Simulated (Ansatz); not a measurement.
# Sn: how the settings move a relaxation

Question: which choices in the input matter for Sn?

Program: Ansatz 0.2.0. Level of theory: reference: DFT, r2SCAN, PAW with Ansatz's default frozen-core files, scalar-relativistic; relaxation of cell and atoms. These are calculated values, not measurements.

**1. The system as given**

It takes space group I4/mmm (No. 139, tetragonal). Conventional cell: a = 3.182 Å, b = 3.182 Å, c = 5.831 Å, α = 90.00°, β = 90.00°, γ = 90.00°. Sn (site symmetry 4/mmm) has 4 Sn at 3.18 Å as nearest neighbours.

Structure file:

```
CELL_PARAMETERS angstrom
-1.59075 1.59075 2.91565
1.59075 -1.59075 2.91565
1.59075 1.59075 -2.91565
ATOMIC_POSITIONS crystal
Sn 0.00000 0.00000 0.00000
```

**2. Baseline**

input.yaml reads:

```yaml
crystal:
  lattice:
    - [-1.59075, 1.59075, 2.91565]
    - [1.59075, -1.59075, 2.91565]
    - [1.59075, 1.59075, -2.91565]
  atoms:
    - { symbol: Sn, position: [0.0, 0.0, 0.0] }
kpoints:
  mp_grid: { grid: [14, 14, 14] }
scf:
  occupations: { method: fermi_dirac, width: 0.1 }
hamiltonian:
  xc: r2scan
  pseudopotentials: { kind: paw }
relax:
  f_tol: 0.002
  max_steps: 80
  cell: {}
output:
  forces: true
  stress: true
  write_density: true
  write_potential: true
  elf: true
  volumetric_format: npy
```

On the command line:

```
> ansatz run input.yaml --threads 2 --pin off --max-ram 6144MiB --backend cpu --events-out ev --progress --plain --runs-dir out
```

**3. Variant: ecutrho_ratio 9**

input.yaml, as its differences from that of step 2:

```diff
@@ -21,5 +21,3 @@
   stress: true
-  write_density: true
-  write_potential: true
-  elf: true
-  volumetric_format: npy
+basis:
+  ecutrho_ratio: 9
```

Q: Predict the outcome of this session. Wanted: for each run, ending; energy change; pressure; gap; force.

The runs gave:

```csv
run,ending,energy change,pressure (GPa),gap (eV),force (eV/Å),cycles,time
reference,converged,0,0.0,0.00,0.00,37,35 s
1: ecutrho_ratio 9,converged,-0.1 meV/atom,0.0,0.00,0.00,37,38 s
```

Times don't compare one to one where runs were asked for different outputs or read a saved state (see the inputs); cycles may leave out searches for a lower state.

**Reading.** Changing the numerical grids hardly moves the energy: -0.1 meV/atom.
